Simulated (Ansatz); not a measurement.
# ZrB: the cost of one run

Program: Ansatz 0.2.0. Level of theory: DFT LDA, scalar-relativistic, plane waves, PAW. These are calculated values, not measurements.

15 further runs of the same task are left out: 15 set aside as unsound or not needed.

## (1) The starting structure

It takes space group Fm-3m (No. 225, cubic). The conventional cell has a = 4.650 Å, b = 4.650 Å, c = 4.650 Å, α = 90.00°, β = 90.00°, γ = 90.00°. Zr (site symmetry m-3m) has 6 B at 2.33 Å as nearest neighbours. B (site symmetry m-3m) has 6 Zr at 2.33 Å as nearest neighbours.

Coordinates:

```
CELL_PARAMETERS angstrom
0.00000 2.32500 2.32500
2.32500 0.00000 2.32500
2.32500 2.32500 0.00000
ATOMIC_POSITIONS crystal
Zr 0.00000 0.00000 0.00000
B 0.50000 0.50000 0.50000
```

The structure comes from the Crystallography Open Database.

## (6) The grid

The energy is mapped over volume and the cell's shape.

First coordinate, volume per atom: 7 values from 12.40 to 15.78 Å³. Second coordinate, c/a of the conventional cell: 7 values from 0.834 to 1.200.

Nothing else is relaxed (symmetry fixes all fractional coordinates). Energies count from the relaxed crystal. Points are written as (first, second).

(The set-up runs are not shown.)

## (7) Point (12.40 Å³, 1.062)

File input.yaml:

```yaml
crystal:
  lattice:
    - [0.0, 2.2683457717, 2.4101173824]
    - [2.2683457717, 0.0, 2.4101173824]
    - [2.2683457717, 2.2683457717, 0.0]
  atoms:
    - { symbol: Zr, position: [0.0, 0.0, 0.0] }
    - { symbol: B, position: [0.5, 0.5, 0.5] }
basis:
  ecutwfc: 520.0
kpoints:
  mp_grid: { grid: [18, 18, 18] }
hamiltonian:
  xc: lda
scf:
  occupations: { method: gaussian, width: 0.15 }
output:
  forces: true
  stress: true
  eigenvalues: true
```

Launch:

```sh
ansatz run input.yaml --threads 1 --pin off --max-ram 2048MiB --backend cpu --events-out ev --progress --plain --runs-dir out
```

What time and memory should one allow on 1 thread of Arm Neoverse V1, shared host?

About 10 s, with a peak of 0.45 GiB.
